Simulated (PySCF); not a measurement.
# A diatomic session: ZnCd

One table from this session's results is given with a row withheld; the runs are named, their logs left out.

Computed with PySCF 2.14.0. Level: Zn def2-SVP, Cd def2-SVP with ECP28, scalar-relativistic core potentials.

The first run:

Settings of the job:

- atoms: Zn, Cd
- charge: 0
- basis: Zn def2-SVP, Cd def2-SVP with ECP28
- Hamiltonian: scalar-relativistic core potentials
- basis functions: 62
- electrons treated: 50
- masses in u: 63.9291, 113.9034
- levels: PBE0, PBE, r²SCAN, r²SCANh, B97-3, TPSS, LC-ωPBE, HF, MP2, SCS-MP2, CCSD, CCSD(T)
- grid: 80 radial by 434 angular points
- occupations: held fixed by the projection of orbital angular momentum
- dissociation limit: Zn + Cd, each in its ground configuration
- starting distance in angstrom: 2.590
- values of 2S to try: 0, 2

Among the steps run: The job; First curve: PBE0; Excited determinants; PBE (GGA); r²SCAN; r²SCANh (hybrid meta-GGA); B97-3 (global hybrid GGA); TPSS (meta-GGA); LC-ωPBE (range-separated hybrid); RHF (mean field); MP2 and coupled cluster.

One table of the session follows, with a row left open; its other results are not shown here.

| level | Re (Å) | ωe (cm⁻¹) | De (eV) | μ (D) |
| --- | --- | --- | --- | --- |
| PBE | 3.147 | 54.6 | 0.104 | -0.23 |
| TPSS | 3.083 | 60.0 | 0.099 | -0.22 |
| r²SCAN | 3.024 | 68.2 | 0.115 | -0.22 |
| r²SCANh | 3.098 | 59.3 | 0.091 | -0.20 |
| PBE0 | 3.317 | 41.4 | 0.068 | -0.17 |
| B97-3 | 3.984 | 20.6 | 0.019 | -0.12 |
| LC-ωPBE | ? | ? | ? | ? |

Estimate the missing values for LC-ωPBE.

The run gave: Re (Å): 3.586; ωe (cm⁻¹): 24.0; De (eV): 0.029; μ (D): -0.11. In the column «Re (Å)» it lies between PBE0 (3.317) and B97-3 (3.984).

De is counted to Zn + Cd in their ground configurations. No constants: RHF (no minimum is bracketed among the points kept); RHF-SCS-MP2 (no minimum is bracketed among the points kept); RHF-CCSD (no minimum is bracketed among the points kept); RHF-CCSD(T) (no minimum is bracketed among the points kept).

Caveats from the session: The bond is weak, and basis-set superposition, which was not computed, may be a sizeable part of it.
